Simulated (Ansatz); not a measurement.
# C₆H₈BCl₂N: up Jacob's ladder to CCSD(T)

Aim: compute C₆H₈BCl₂N with functionals from several rungs and with coupled cluster. The yardstick is the atomisation energy at the CCSD(T) limit.

Method: functionals in def2-TZVPP, the program's frozen cores in correlated methods; program: Ansatz 0.2.0, Gaussian basis.

Plan: LDA (SPW92), PBE-D4, revPBE-D4, BLYP-D4, r2SCAN-D4, B97M-V, PBE0-D4, B3LYP-D4, r2SCANh-D4, r2SCAN0-D4, HSE06-D4, BHLYP-D4, CAM-B3LYP-D4, LC-ωPBE, ωB97X-V, ωB97M-V, B2PLYP, PBE-QIDH; CCSD(T)/def2-SVP; CCSD(T)/def2-TZVPP; MP2/def2-QZVPP; extrapolation to the limit; RPA on PBE.

## Step 1: The geometry

The geometry comes from an earlier relaxation with PBE0-D4 in a triple-zeta def2 set; it is a stationary point, not always the lowest conformer.

SMILES `C[B-](Cl)(Cl)[n+]1ccccc1`, 18 atoms, charge 0, spin multiplicity 1.

Atoms are counted from 1 here; the program's logs count them from 0.

Bond lengths: C1–B2 1.592 Å, C1–H11 1.095 Å, C1–H12 1.095 Å, C1–H13 1.092 Å, B2–Cl3 1.855 Å, B2–Cl4 1.855 Å, B2–N5 1.630 Å, N5–C6 1.337 Å, N5–C10 1.337 Å, C6–C7 1.379 Å, C6–H14 1.082 Å, C7–C8 1.384 Å, C7–H15 1.082 Å, C8–C9 1.384 Å, C8–H16 1.084 Å, C9–C10 1.379 Å, C9–H17 1.082 Å, C10–H18 1.082 Å. Angles: B2–C1–H11 111.8°, B2–C1–H12 111.8°, B2–C1–H13 109.8°, H11–C1–H12 108.1°, H11–C1–H13 107.6°, H12–C1–H13 107.6°, C1–B2–Cl3 112.6°, C1–B2–Cl4 112.6°, C1–B2–N5 107.6°, Cl3–B2–Cl4 109.9°, Cl3–B2–N5 106.9°, Cl4–B2–N5 106.9°, B2–N5–C6 120.1°, B2–N5–C10 120.1°, C6–N5–C10 119.5°, N5–C6–C7 121.8°, N5–C6–H14 115.4°, C7–C6–H14 122.8° and more.

## Step 2: LDA

This LDA is Slater exchange with PW92 correlation.

in.yaml

```yaml
crystal:
  periodic: [false, false, false]
  atoms:
    - {symbol: C, position_ang: [1.373806, -1.677502, -1.269208]}
    - {symbol: B, position_ang: [1.323649, -0.087389, -1.219475]}
    - {symbol: Cl, position_ang: [2.912607, 0.656747, -0.616841]}
    - {symbol: Cl, position_ang: [0.854592, 0.661657, -2.850545]}
    - {symbol: N, position_ang: [0.166724, 0.336779, -0.152216]}
    - {symbol: C, position_ang: [-1.103907, 0.452404, -0.551124]}
    - {symbol: C, position_ang: [-2.126571, 0.689355, 0.342850]}
    - {symbol: C, position_ang: [-1.830106, 0.808727, 1.689903]}
    - {symbol: C, position_ang: [-0.512395, 0.680546, 2.094846]}
    - {symbol: C, position_ang: [0.460974, 0.443884, 1.147417]}
    - {symbol: H, position_ang: [0.419978, -2.103801, -1.596676]}
    - {symbol: H, position_ang: [1.621418, -2.106680, -0.292855]}
    - {symbol: H, position_ang: [2.140106, -2.001949, -1.976018]}
    - {symbol: H, position_ang: [-1.265380, 0.362080, -1.616712]}
    - {symbol: H, position_ang: [-3.139835, 0.782405, -0.024738]}
    - {symbol: H, position_ang: [-2.613966, 1.000327, 2.413061]}
    - {symbol: H, position_ang: [-0.228431, 0.766520, 3.135257]}
    - {symbol: H, position_ang: [1.509335, 0.347088, 1.394974]}
basis:
  gaussian: {orbitals: def2-TZVPP}
hamiltonian: {xc: lda}
output: {orbitals: {seedname: orbitals}}
```

After this run come: PBE-D4 (GGA); revPBE-D4 (GGA); BLYP-D4 (GGA); r2SCAN-D4 (meta-GGA); B97M-V (meta-GGA); PBE0-D4 (hybrid); B3LYP-D4 (hybrid); r2SCANh-D4 (hybrid); r2SCAN0-D4 (hybrid); HSE06-D4 (hybrid); BHLYP-D4 (hybrid); CAM-B3LYP-D4 (range-separated); LC-ωPBE (range-separated); ωB97X-V (range-separated); ωB97M-V (range-separated); B2PLYP (double hybrid); PBE-QIDH (double hybrid); CCSD(T) in def2-SVP; CCSD(T) in def2-TZVPP; MP2 in def2-QZVPP; RPA on PBE orbitals.

**Question.** What will the summary of the whole plan be? Wanted: atomisation energy, CCSD(T)/CBS; farthest beyond LDA; mean size of error, GGA; mean size of error, meta-GGA; mean size of error, hybrid; mean size of error, range-separated; mean size of error, double hybrid; gap, smallest and largest; T1 diagnostic.

As calculated:

| quantity | value |
| --- | --- |
| atomisation energy, CCSD(T)/CBS | 81.563 eV |
| functionals within 0.408 eV (0.5 %) | BLYP-D4, B3LYP-D4, r2SCANh-D4, r2SCAN0-D4, LC-ωPBE, ωB97X-V |
| farthest beyond LDA | PBE-D4 (+3.191 eV) |
| mean size of error, GGA | 1.569 eV |
| mean size of error, meta-GGA | 0.852 eV |
| mean size of error, hybrid | 1.083 eV |
| mean size of error, range-separated | 0.473 eV |
| mean size of error, double hybrid | 0.570 eV |
| gap, smallest and largest | 2.87 eV (LDA (SPW92)), 10.02 eV (LC-ωPBE) |
| T1 diagnostic | 0.0117 |
| triples share of the correlation energy | 4.8 % |

The LDA atomisation energy is off by 13.199 eV (16 %): it overbinds. PBE-D4 misses by +3.191 eV. Double hybrids carry the basis error of their MP2 part in triple zeta, and no dispersion term here, so their miss is partly the set-up's. By mean error the best rung here is range-separated (0.473 eV) and the worst beyond LDA is GGA (1.569 eV). The gap between the best rungs is small, so their order is not settled. Misses under about 0.408 eV are within the doubt on the reference itself, which lacks core-valence correlation, relativity and higher excitations. Hartree-Fock recovers 74 % of the binding; the rest is correlation. CCSD(T) in def2-SVP is off by -3.108 eV, more than most functionals: a good method in a small basis is no reference. The gap grows from 2.9 to 10.0 eV across the functionals, mostly with the share of exact exchange. The restricted reference is unstable towards a spin-broken one.
